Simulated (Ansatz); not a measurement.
# CH5BCl3N: the cost of one run

Computed with Ansatz 0.2.0, Gaussian basis. Level: the settings change from run to run.

**1. The geometry**

An earlier PBE0-D4 in a triple-zeta def2 set relaxation fixed the geometry.

SMILES `C[NH2+][B-](Cl)(Cl)Cl`, 11 atoms, charge 0, spin multiplicity 1.

Atoms are counted from 1 here; the program's logs count them from 0.

Bond lengths: C1–N2 1.476 Å, C1–H7 1.090 Å, C1–H8 1.087 Å, C1–H9 1.087 Å, N2–B3 1.614 Å, N2–H10 1.019 Å, N2–H11 1.019 Å, B3–Cl4 1.827 Å, B3–Cl5 1.835 Å, B3–Cl6 1.827 Å. Angles: N2–C1–H7 110.1°, N2–C1–H8 108.3°, N2–C1–H9 108.3°, H7–C1–H8 110.4°, H7–C1–H9 110.4°, H8–C1–H9 109.2°, C1–N2–B3 117.2°, C1–N2–H10 110.4°, C1–N2–H11 110.4°, B3–N2–H10 105.8°, B3–N2–H11 105.8°, H10–N2–H11 106.5°, N2–B3–Cl4 106.7°, N2–B3–Cl5 103.7°, N2–B3–Cl6 106.7°, Cl4–B3–Cl5 112.7°, Cl4–B3–Cl6 113.6°, Cl5–B3–Cl6 112.7°.

**2. SPW92/def2-SVPD**

Options: atoms shaken by 0.03 Å, relativity set to scalar, high accuracy.

Input file in.yaml:

```yaml
crystal:
  periodic: [false, false, false]
  atoms:
    - {symbol: C, position_ang: [0.152856, -1.074112, 0.810137]}
    - {symbol: N, position_ang: [0.563933, -0.145518, -0.211261]}
    - {symbol: B, position_ang: [-0.508822, 1.035763, -0.587199]}
    - {symbol: Cl, position_ang: [-1.994018, 0.253235, -1.245900]}
    - {symbol: Cl, position_ang: [0.443979, 2.007457, -1.917805]}
    - {symbol: Cl, position_ang: [-0.739399, 2.041600, 0.957982]}
    - {symbol: H, position_ang: [0.923693, -1.864805, 1.030420]}
    - {symbol: H, position_ang: [-0.781914, -1.589952, 0.481469]}
    - {symbol: H, position_ang: [-0.046210, -0.562563, 1.761529]}
    - {symbol: H, position_ang: [1.355607, 0.310474, 0.008420]}
    - {symbol: H, position_ang: [0.781916, -0.650343, -1.092646]}
basis:
  gaussian: {orbitals: def2-SVPD}
hamiltonian: {xc: {name: SPW92}, pseudopotentials: {relativity: scalar}}
accuracy: high
output: {forces: true}
```

Run with:

```bash
> ansatz run in.yaml --threads 4 --pin off --events-out ev --progress --plain --max-ram 11315MiB
```

**Question.** How long does this run take on 4 threads of Arm Neoverse V2, shared host, and how much memory does it need?

About 6.5 s, with a peak of 0.9 GiB.
